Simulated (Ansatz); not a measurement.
GdO:

```
Gd O
1.0
     3.11330    0.00000    0.00000
    -1.55665    2.69620    0.00000
     0.00000    0.00000    3.03843
Gd O
1 1
Cartesian
  0.0000 0.0000 0.0000
  1.5566 0.8987 1.5192
```

The cell comes from a database or a generator and needn't be the stable form of this composition.

| Quantity | Value |
| --- | --- |
| Program | Ansatz 0.2.0 |
| Task | relaxation of cell and atoms |
| Functional | B3LYP |
| Potentials or basis | Ansatz PAW |
| Cutoff | 420 eV (not typed: the program's choice for these potentials) |
| k mesh | 5 × 5 × 5 |
| Occupations | fermi-dirac, width 0.05 eV |
| Spin | collinear spin, ferromagnetic start |
| Starting moments | [7.0, 0.0] μB |

At the start: volume 12.75 Å³/atom.

Question: How do energy, volume and symmetry change on relaxing?

Answer: It ends after 9 steps and the volume is 15.63 Å³/atom (+22.5 %); space group P-6m2 (No. 187, to 0.05 Å); moment 7.79 μB per cell.

The path:
```csv
step,energy change (eV),largest force (eV/Å),volume (Å³)
1,0.0000,0.0000,25.50
2,-0.5999,0.0000,29.11
3,-0.6417,0.0000,30.56
4,-0.6420,0.0000,30.75
5,-0.6420,0.0000,30.75
6,-0.6867,0.0000,30.75
7,-0.6888,0.0000,31.19
8,-0.6887,0.0000,31.25
9,-0.6901,0.0000,31.25
```

Final structure:
```
CELL_PARAMETERS angstrom
3.34783 0.00000 0.00000
-1.67392 2.89931 0.00000
0.00000 0.00000 3.21984
ATOMIC_POSITIONS crystal
Gd 0.00000 0.00000 0.00000
O 0.66667 0.33333 0.50000
```

Caveat: the k mesh is coarse (spacing up to 0.47 Å⁻¹), so the values aren't converged, least of all with exact exchange; the magnetic or orbital state may not be the lowest; the electronic state changed during the relaxation; the volume moved by over 15 % at a fixed basis, so the end points are rough; the plane-wave basis is chosen anew once the cell has moved, so the energies of steps on either side of that aren't comparable; the pressure holds a Pulay correction of +0.4 GPa for the finite cutoff; a cell with one magnetic atom can't hold antiferromagnetic order, which such compounds often take; the PAW data sets come from PBE, with cores solved anew for the run's functional, which leaves a small shift of forces and pressure.
